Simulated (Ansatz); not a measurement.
This script for Ansatz's Python interface starts 3 runs on LuAs, space group Fm-3m. What input does the engine get in each?

The script, `drho_luas.py`:
```python
import warnings

import ansatz as az
import numpy as np

FUNCTIONAL = "LDA"
SMEARING_WIDTH = 0.05
CUTOFF_EV = 460
MESH = (7, 7, 7)

VECTORS = np.array([
    [0.0, 2.838191, 2.838191],
    [2.838191, 0.0, 2.838191],
    [2.838191, 2.838191, 0.0],
])
SITES = [
    ("Lu", (0.5, 0.5, 0.5)),
    ("As", (0.0, 0.0, 0.0)),
]


def on_lattice(cell):
    crystal = az.Crystal(lattice=az.Lattice.of(cell))
    for symbol, position in SITES:
        crystal = crystal.atom(symbol, position)
    return crystal

warnings.simplefilter("ignore", az.DeckWarning)

def solve(crystal):
    return (
        crystal.calculation()
        .functional(FUNCTIONAL)
        .occupations(az.OccupationsMethod.COLD, width=SMEARING_WIDTH)
        .basis(CUTOFF_EV, grid_basis="typed")
        .kpoints(*MESH)
        .density()
        .run(threads=1)
    )


whole = solve(on_lattice(VECTORS))
difference = whole.density().channels[0].density_e_per_ang3.copy()
binding = whole.report["free_energy_ev"]
for element in ["Lu", "As"]:
    part = az.Crystal(lattice=az.Lattice.of(VECTORS))
    for symbol, position in SITES:
        if symbol == element:
            part = part.atom(symbol, position)
    alone = solve(part)
    difference -= alone.density().channels[0].density_e_per_ang3
    binding -= alone.report["free_energy_ev"]
    print(f"{element} sublattice: {alone.report['n_electrons']:g} electrons, {alone.report['n_iterations']} iterations")

voxel = abs(np.linalg.det(VECTORS)) / difference.size
print(f"energy of the crystal less its unpolarised sublattices: {binding / len(SITES):.4f} eV/atom")
print(f"net charge of the difference {difference.sum() * voxel:.5f} e, charge moved {0.5 * np.abs(difference).sum() * voxel:.3f} e")
print(f"extremes {difference.min():.4f} and {difference.max():.4f} e/A^3")
for (symbol, position) in SITES:
    index = tuple(int(round(p * n)) % n for p, n in zip(position, difference.shape))
    print(f"  change of the pseudo-density at the grid point nearest {symbol}: {difference[index]:+.4f} e/A^3")
profile = difference.mean(axis=(0, 1))
print("planar mean along the third vector:", np.round(profile[:: max(len(profile) // 12, 1)], 4))
```

Run 1:
```yaml
crystal:
  lattice:
    - [0.0, 2.838191, 2.838191]
    - [2.838191, 0.0, 2.838191]
    - [2.838191, 2.838191, 0.0]
  atoms:
    - { symbol: Lu, position: [0.5, 0.5, 0.5] }
    - { symbol: As, position: [0.0, 0.0, 0.0] }
basis:
  ecutwfc: 460.0
  fft_grid_basis: typed
kpoints:
  mp_grid:
    grid: [7, 7, 7]
hamiltonian:
  xc: lda
scf:
  occupations:
    method: cold
    width: 0.05
output:
  write_density: true
```

Run 2, against run 1:
```diff
-    - { symbol: As, position: [0.0, 0.0, 0.0] }
```

Run 3, against run 1:
```diff
-    - { symbol: Lu, position: [0.5, 0.5, 0.5] }
```

Output of `python drho_luas.py`:
```text
Lu sublattice: 25 electrons, 6 iterations
As sublattice: 15 electrons, 6 iterations
energy of the crystal less its unpolarised sublattices: -3.4137 eV/atom
net charge of the difference 0.00000 e, charge moved 0.563 e
extremes -0.1100 and 0.0766 e/A^3
  change of the pseudo-density at the grid point nearest Lu: -0.1100 e/A^3
  change of the pseudo-density at the grid point nearest As: +0.0413 e/A^3
planar mean along the third vector: [-0.0006  0.0004  0.0041  0.0084  0.0085  0.0028 -0.0071 -0.0167 -0.0167
 -0.0071  0.0028  0.0085  0.0084  0.0041  0.0004]
```

The mesh is modest for a metal, so energies can be off by several to tens of meV an atom and pressures by half a GPa or more; differences at equal mesh fare better. Densities and potentials on the grid are those of the valence electrons, and inside the cores they hang on the potentials used. This cell is a computed structure, which may not be the phase found in nature. Charge moved counts every rearrangement, bonding and polarisation too, and is no transfer between atoms; the bare sublattices are artificial references. Values near the nuclei depend on the potentials. Run time: 2 s on 1 thread of Intel(R) Xeon(R) 6975P-C (Granite Rapids), with other jobs on the host, peak memory 0.41 GiB.

(Lines on the test bed's own set-up are left out of the output.)
